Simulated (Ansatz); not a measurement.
# Ti3Al: the cost of one run

Method: DFT PBEsol, scalar-relativistic, plane waves, PAW, in Ansatz 0.2.0.

16 further runs of the same task are left out: 16 set aside as unsound or not needed. Runs told in other sessions of the task aren't counted.

## (1) The starting structure

The structure is hexagonal, space group P-6m2 (No. 187). Conventional cell: a = 2.895 Å, b = 2.895 Å, c = 9.138 Å, α = 90.00°, β = 90.00°, γ = 120.00°. Ti (site symmetry -6m2) has 12 Ti at 2.82 to 2.90 Å in its first shell of neighbours. Around Ti (site symmetry 3m) lie 9 Ti at 2.82 to 2.90 Å and 3 Al at 2.84 Å. Al (site symmetry -6m2) is surrounded by 6 Ti at 2.84 Å and 6 Al at 2.90 Å.

Structure file:

```
Ti Al
1.0
     2.89548    0.00000    0.00000
    -1.44774    2.50756    0.00000
     0.00000    0.00000    9.13834
Ti Al
3 1
Direct
  0.66667 0.33333 0.00000
  0.33333 0.66667 0.75117
  0.33333 0.66667 0.24883
  0.66667 0.33333 0.50000
```

It goes back to an entry of the Materials Project, which need not be the stable form.

This cell was relaxed beforehand with the same method: volume 16.59 Å³/atom, gap on the mesh none (metal).

## (2) What is varied

The energy is mapped over volume and the cell's shape.

- volume per atom: 7 values from 15.26 to 17.91 Å³
- c/a of the conventional cell: 7 values from 2.631 to 3.786

Nothing else is relaxed (fractional coordinates fixed). Energies count from the relaxed crystal. Points are written as (first, second).

## (3) The run at (15.26 Å³, 2.970)

input.yaml reads:

```yaml
crystal:
  lattice:
    - [2.8736102185, 0.0, 0.0]
    - [-1.4368051093, 2.4886194499, 0.0]
    - [0.0, 0.0, 8.5354844322]
  atoms:
    - { symbol: Ti, position: [0.6666666667, 0.3333333333, 0.0] }
    - { symbol: Ti, position: [0.3333333333, 0.6666666667, 0.7511732072] }
    - { symbol: Ti, position: [0.3333333333, 0.6666666667, 0.2488267928] }
    - { symbol: Al, position: [0.6666666667, 0.3333333333, 0.5] }
basis:
  ecutwfc: 520.0
kpoints:
  mp_grid: { grid: [18, 18, 6] }
hamiltonian:
  xc: pbesol
  pseudopotentials: { kind: paw, azcp: { folder: soft_1 } }
scf:
  occupations: { method: gaussian, width: 0.15 }
output:
  forces: true
  stress: true
  eigenvalues: true
  write_density: true
  write_potential: true
  elf: true
  volumetric_format: npy
```

The run is started by

```bash
$ ansatz run input.yaml --threads 2 --pin off --max-ram 4096MiB --backend cpu --events-out ev --progress --plain --runs-dir out
```

What time and memory should one allow on 2 threads of Arm Neoverse N1, shared host?

About 30 s, with a peak of 0.49 GiB.
